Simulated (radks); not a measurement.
**Polarisabilities and dispersion coefficients of Ga³⁺, Kr⁺, Co³⁺ and others**

Aim: static dipole polarisabilities and C6 coefficients, each species in its NIST ground configuration. After each ground state the linear response is solved; its values go to the run's result record, not to the log. Response by self-consistent Sternheimer equations with the Hartree and adiabatic LDA kernel.

Method: non-relativistic Kohn-Sham, LDA (Slater exchange, VWN5 correlation), spin-polarised, spherical densities, point nucleus; open shells are filled with parallel spins first. Code: radks (a radial shooting solver on a logarithmic mesh, Libxc functionals) version 1.

## (1) What is computed

```
species : Ga³⁺ ([Ar] 3d10), Kr⁺ ([Ar] 3d10 4s2 4p5), Co³⁺ ([Ar] 3d6), Cd²⁺ ([Kr] 4d10), Li⁺ ([He]), Cr ([Ar] 3d5 4s1), Ar²⁺ ([Ne] 3s2 3p4), Ag ([Kr] 4d10 5s1), N ([He] 2s2 2p3)
```

## (2) Ga³⁺, [Ar] 3d10

Input:

```text
Z 31
configuration [Ar] 3d10
relativity non-relativistic
functional lda,vwn5
spin polarised
nucleus point
response adiabatic LDA kernel
```

## (3) Kr⁺, [Ar] 3d10 4s2 4p5

Input: that of step 2 with these lines changed.

```diff
@@ -1,3 +1,3 @@
-Z 31
-configuration [Ar] 3d10
+Z 36
+configuration [Ar] 3d10 4s2 4p5
 relativity non-relativistic
```

## (4) Co³⁺, [Ar] 3d6

Input:

```text
Z 27
configuration [Ar] 3d6
relativity non-relativistic
functional lda,vwn5
spin polarised
nucleus point
response adiabatic LDA kernel
```

## (5) Cd²⁺, [Kr] 4d10

Input: that of step 4 with these lines changed.

```diff
@@ -1,3 +1,3 @@
-Z 27
-configuration [Ar] 3d6
+Z 48
+configuration [Kr] 4d10
 relativity non-relativistic
```

## (6) Li⁺, [He]

Input: that of step 5 with these lines changed.

```diff
@@ -1,3 +1,3 @@
-Z 48
-configuration [Kr] 4d10
+Z 3
+configuration [He]
 relativity non-relativistic
```

## (7) Cr, [Ar] 3d5 4s1

Input: that of step 6 with these lines changed.

```diff
@@ -1,3 +1,3 @@
-Z 3
-configuration [He]
+Z 24
+configuration [Ar] 3d5 4s1
 relativity non-relativistic
```

## (8) Ar²⁺, [Ne] 3s2 3p4

Input:

```text
Z 18
configuration [Ne] 3s2 3p4
relativity non-relativistic
functional lda,vwn5
spin polarised
nucleus point
response adiabatic LDA kernel
```

## (9) Ag, [Kr] 4d10 5s1

Input:

```text
Z 47
configuration [Kr] 4d10 5s1
relativity non-relativistic
functional lda,vwn5
spin polarised
nucleus point
response adiabatic LDA kernel
```

## (10) N, [He] 2s2 2p3

Input:

```text
Z 7
configuration [He] 2s2 2p3
relativity non-relativistic
functional lda,vwn5
spin polarised
nucleus point
response adiabatic LDA kernel
```

Q: Predict the outcome of this session. Wanted: for each run, species; −ε(HOMO); α; α uncoupled; C6; C8; recommended α.

As calculated:

```csv
species,−ε(HOMO) (eV),α (bohr³),α uncoupled (bohr³),C6 (hartree bohr⁶),C8 (hartree bohr⁸),recommended α (bohr³)
Ga³⁺,53.223,1.444,1.771,3.225,27.27,-
Kr⁺,19.303,11.00,17.26,68.10,-,-
Co³⁺,43.121,1.837,2.264,4.436,-,-
Cd²⁺,31.123,5.372,8.085,27.10,416.5,-
Li⁺,59.600,0.2150,0.2298,0.09114,0.3328,-
Cr,3.983,68.26,106.2,561.1,-,83
Ar²⁺,34.230,4.838,7.844,16.96,-,-
Ag,4.554,53.66,82.53,422.8,22359,55
N,8.404,8.185,10.18,27.98,-,7.4
```

What this shows: Uncoupled leaves out the potential induced by the response; C6 and C8 are for like pairs. Cr is the most polarisable and Li⁺ the least, a factor 318 apart. For the pair Cr–Li⁺ the Casimir-Polder integral gives C6 = 4.023, the rule 2·Ca·Cb/(Ca·αb/αa + Cb·αa/αb) on the like-pair values 3.331. Against the recommended values (Schwerdtfeger and Nagle, 2023 table) the misses are Cr -18 %, Ag -2 %, N +11 %. C8 is given only where no p, d or f shell is open. For heavy and open-shell atoms this level can miss by tens of per cent.
